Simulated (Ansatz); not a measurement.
# BrFH5HfNO2: the cost of one run

Method: RKS PBE/def2-SVP, in Ansatz 0.2.0.

### Step 1. Starting point

Bond lengths: Hf1–F2 2.330 Å, Hf1–N3 2.210 Å, N3–H4 1.060 Å, N3–H5 1.060 Å, Hf1–O6 2.069 Å, O6–H7 1.010 Å, Hf1–O8 2.069 Å, O8–H9 1.010 Å, Hf1–Br10 3.000 Å. Angles (14 of 15 angles, heavy atoms first): F2–Hf1–N3 109.4°, F2–Hf1–O6 109.5°, F2–Hf1–O8 109.5°, F2–Hf1–Br10 71.6°, N3–Hf1–O6 109.5°, N3–Hf1–O8 109.5°, N3–Hf1–Br10 67.2°, O6–Hf1–O8 109.5°, O6–Hf1–Br10 176.6°, O8–Hf1–Br10 72.8°, Hf1–N3–H4 120.0°, Hf1–N3–H5 120.0°, Hf1–O6–H7 109.5°, Hf1–O8–H9 109.5°.

Coordinates:

```xyz
11

Hf    0.0000    0.0000    0.0000
F     0.0000    0.0000    2.3300
N     2.0840    0.0000   -0.7359
H     2.5823   -0.9180   -0.9166
H     2.5853    0.9180   -0.9082
O    -0.9750    1.6891   -0.6893
H    -1.9328    1.4584   -0.9117
O    -0.9750   -1.6891   -0.6893
H    -1.4296   -2.1548    0.0831
Br    1.5658   -2.3777    0.9460
H     0.7081   -1.0753    2.2030
```

### Step 2. A restrained relaxation towards end A

Springs on the bonds that form and break draw the guess towards this end; the thresholds are loose.

File input.yaml:

```yaml
crystal:
  periodic: [false, false, false]
  atoms:
    - { symbol: Hf, position_ang: [0.0, 0.0, 0.0] }
    - { symbol: F, position_ang: [0.0, 0.0, 2.33] }
    - { symbol: "N", position_ang: [2.084, 0.0, -0.7359] }
    - { symbol: H, position_ang: [2.5823, -0.918, -0.9166] }
    - { symbol: H, position_ang: [2.5853, 0.918, -0.9082] }
    - { symbol: O, position_ang: [-0.975, 1.6891, -0.6893] }
    - { symbol: H, position_ang: [-1.9328, 1.4584, -0.9117] }
    - { symbol: O, position_ang: [-0.975, -1.6891, -0.6893] }
    - { symbol: H, position_ang: [-1.4296, -2.1548, 0.0831] }
    - { symbol: Br, position_ang: [1.5658, -2.3777, 0.946] }
    - { symbol: H, position_ang: [0.7081, -1.0753, 2.203] }
basis:
  gaussian: { orbitals: def2-SVP }
hamiltonian:
  xc: pbe
relax:
  f_tol: 0.15
  max_steps: 25
  restrain:
    - { distance: [0, 9], at: 3.9, k: 30.0 }
    - { distance: [10, 1], at: 2.12, k: 30.0 }
    - { distance: [0, 1], at: 1.98, k: 30.0 }
    - { distance: [10, 9], at: 1.55, k: 30.0 }
```

The run is started by

```bash
> ansatz run input.yaml --threads 4 --pin off --max-ram 5120MiB --backend cpu --events-out ev --progress --plain --runs-dir out
```

What time and memory should one allow on 4 threads of Arm Neoverse V1, shared host?

About 39 s, with a peak of 0.22 GiB.
